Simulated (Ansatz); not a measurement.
**SnH₄S₃: a ladder of functionals and wavefunction methods**

An exercise on one series of results from a longer session: the logs are not shown, and one member is left open.

Computed with Ansatz 0.2.0, Gaussian basis. Level: functionals in def2-TZVPP, the program's frozen cores in correlated methods.

The runs, in order: LDA (SPW92), PBE-D4, revPBE-D4, BLYP-D4, r2SCAN-D4, B97M-V, PBE0-D4, B3LYP-D4, r2SCANh-D4, r2SCAN0-D4, HSE06-D4, BHLYP-D4, CAM-B3LYP-D4, LC-ωPBE, ωB97X-V, ωB97M-V, B2PLYP, PBE-QIDH; CCSD(T)/def2-SVP; CCSD(T)/def2-TZVPP; MP2/def2-QZVPP; extrapolation to the limit; RPA on PBE.

**Structure used throughout**

An earlier PBE0-D4 in a triple-zeta def2 set relaxation fixed the geometry. Sn takes the def2 core potential; no spin-orbit term is included.

SMILES `[SH][SnH]([SH])[SH]`, 8 atoms, charge 0, spin multiplicity 1.

Atoms are counted from 1 here; the program's logs count them from 0.

Bond lengths: S1–Sn2 2.399 Å, S1–H5 1.344 Å, Sn2–S3 2.398 Å, Sn2–S4 2.399 Å, Sn2–H6 1.702 Å, S3–H7 1.344 Å, S4–H8 1.344 Å. Angles: Sn2–S1–H5 91.4°, S1–Sn2–S3 108.3°, S1–Sn2–S4 108.5°, S1–Sn2–H6 110.7°, S3–Sn2–S4 108.8°, S3–Sn2–H6 110.4°, S4–Sn2–H6 110.1°, Sn2–S3–H7 91.4°, Sn2–S4–H8 91.5°.

The first run:

in.yaml

```yaml
crystal:
  periodic: [false, false, false]
  atoms:
    - {symbol: S, position_ang: [-0.111040, 1.526705, -1.635834]}
    - {symbol: Sn, position_ang: [-0.128784, 0.510952, 0.537664]}
    - {symbol: S, position_ang: [2.016667, -0.491708, 0.915830]}
    - {symbol: S, position_ang: [-1.800335, -1.209072, 0.559399]}
    - {symbol: H, position_ang: [-0.860165, 0.532789, -2.142696]}
    - {symbol: H, position_ang: [-0.463197, 1.668201, 1.740256]}
    - {symbol: H, position_ang: [2.312841, -0.432618, -0.393693]}
    - {symbol: H, position_ang: [-0.873686, -2.162348, 0.363075]}
basis:
  gaussian: {orbitals: def2-TZVPP}
hamiltonian: {xc: lda}
output: {orbitals: {seedname: orbitals}}
```

Started as:

```bash
$ ansatz run in.yaml --threads 4 --pin off --events-out ev --progress --plain --max-ram 10444MiB
```

Among the steps run: LDA; PBE-D4 (GGA); revPBE-D4 (GGA); BLYP-D4 (GGA); r2SCAN-D4 (meta-GGA); B97M-V (meta-GGA); B3LYP-D4 (hybrid); r2SCANh-D4 (hybrid); r2SCAN0-D4 (hybrid); HSE06-D4 (hybrid); BHLYP-D4 (hybrid); CAM-B3LYP-D4 (range-separated); LC-ωPBE (range-separated); ωB97X-V (range-separated); ωB97M-V (range-separated); B2PLYP (double hybrid); PBE-QIDH (double hybrid).

One of the session's tables, all rows but one given; the rest of the session is left out.

It belongs to the step «Frontier levels by functional». 

| functional | HOMO (eV) | LUMO (eV) | gap (eV) |
| --- | --- | --- | --- |
| LDA (SPW92) | -6.44 | -2.67 | 3.78 |
| PBE-D4 | -6.33 | -2.42 | 3.91 |
| revPBE-D4 | -6.28 | -2.34 | 3.94 |
| BLYP-D4 | -6.15 | -2.35 | 3.80 |
| r2SCAN-D4 | -6.63 | -2.24 | 4.39 |
| B97M-V | -6.71 | -2.13 | 4.58 |
| PBE0-D4 | -7.55 | -1.55 | 6.01 |
| B3LYP-D4 | ? | ? | ? |
| r2SCANh-D4 | -7.07 | -1.92 | 5.15 |
| r2SCAN0-D4 | -7.74 | -1.45 | 6.30 |
| HSE06-D4 | -7.16 | -1.92 | 5.24 |
| BHLYP-D4 | -8.62 | -0.60 | 8.02 |
| CAM-B3LYP-D4 | -8.85 | -0.56 | 8.29 |
| LC-ωPBE | -10.28 | 0.59 | 10.87 |
| ωB97X-V | -9.90 | 0.50 | 10.40 |
| ωB97M-V | -9.71 | 0.37 | 10.08 |

Estimate the missing values for B3LYP-D4.

Worked estimate for «HOMO (eV)». Against the share of exact exchange, BLYP-D4 (0, -6.15), BHLYP-D4 (0.5, -8.62) give a slope of -4.94 per unit share; at 0.2 the line stands at -7.14.

The run gave: HOMO (eV): -7.29; LUMO (eV): -1.82; gap (eV): 5.47. In «HOMO (eV)» the line misses by +0.15.
